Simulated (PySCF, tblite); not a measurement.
# C3H7BN2O: geometry, infrared bands and NMR shifts

Aim: predict the infrared bands and NMR shifts of C3H7BN2O (`O=CN1BNCC1`).

Computed with tblite 0.8.0 and PySCF 2.14.0, with density-fitted response routines of our own, on a single molecule in the gas phase. Atoms count from 0, in the outputs and in this text.

## Step 1: The molecule as given

14 atoms, charge 0, multiplicity 1; geometry from: force field or distance geometry start.

Bonds of the start (Å): O0–C1 1.28, C1–N2 1.42, N2–B3 1.51, B3–N4 1.51, N4–C5 1.47, C5–C6 1.55, C6–N2 1.44, C1–H7 1.08, B3–H8 1.17, N4–H9 1.05, C5–H10 1.11, C5–H11 1.11, C6–H12 1.10, C6–H13 1.11.

## Step 2: Optimising the geometry with GFN2-xTB

What the job is given:

```
{"job": {"kind": "relax", "xc": "GFN2-xTB", "basis": "xTB"}, "charge": 0, "multiplicity": 1}
O      2.944000    -0.041100     0.608000
C      2.048300     0.802100     0.269200
N      0.693200     0.398200     0.180100
B     -0.446500     1.264500    -0.306000
N     -1.710800     0.449200    -0.480200
C     -1.364900    -0.852000     0.105600
C      0.171600    -0.941800     0.312800
H      2.346500     1.825900     0.079200
H     -0.301000     2.353800    -0.704700
H     -1.819900     0.315300    -1.515100
H     -1.873400    -0.940900     1.090400
H     -1.719800    -1.691200    -0.532100
H      0.618300    -1.595800    -0.452000
H      0.413900    -1.346800     1.322600
```

Started as:

```bash
$ OMP_NUM_THREADS=1 python probes_run.py task.json out
```

One launch serves the whole session: the jobs run in the order shown.

**Question.** This job is followed by: GFN2-xTB harmonic vibrations, gas phase; GIAO PBE0/pcSseg-1 NMR shielding, non-relativistic, gas phase. What will the session give for the following? strongest single infrared mode (GFN2-xTB); zero-point energy (GFN2-xTB); 13C shifts against TMS (PBE0/pcSseg-1); 1H shifts against TMS (PBE0/pcSseg-1, means over atoms taken as alike); 17O shifts against H2O (PBE0/pcSseg-1); 15N shifts against NH3 (PBE0/pcSseg-1); 11B shifts against BF3·OEt2 (PBE0/pcSseg-1).

As calculated:

```
                                                              quantity                             value
                             strongest single infrared mode (GFN2-xTB)             1743 cm⁻¹, 712 km/mol
                                          zero-point energy (GFN2-xTB)                     68.8 kcal/mol
                                13C shifts against TMS (PBE0/pcSseg-1)             166.8, 48.1, 45.6 ppm
1H shifts against TMS (PBE0/pcSseg-1, means over atoms taken as alike)  8.70, 4.39, 3.90, 3.79, 3.39 ppm
                                17O shifts against H2O (PBE0/pcSseg-1)                         468.8 ppm
                                15N shifts against NH3 (PBE0/pcSseg-1)                  178.7, 105.2 ppm
                           11B shifts against BF3·OEt2 (PBE0/pcSseg-1)                          24.7 ppm
```

What this shows: Relaxing lowered the energy by 1.302 eV in 74 steps; the close pair that moved most is B3–N4, from 1.514 to 1.384 Å. All 36 modes are real, so the xTB geometry is a minimum. The strongest single mode, at 1743 cm⁻¹, moves mainly C1 and O0. Unscaled tight-binding wavenumbers are off by several per cent, some by more. Its intensities can rank the bands wrongly. The most deshielded carbon is C1 (amide carbonyl carbon), at 166.8 ppm: it is a carbonyl in resonance with an O or N lone pair, the region of acids, esters and amides. At PBE0/pcSseg-1: The widest tensor belongs to O0: span 822 ppm, with a paramagnetic part of -533 ppm.
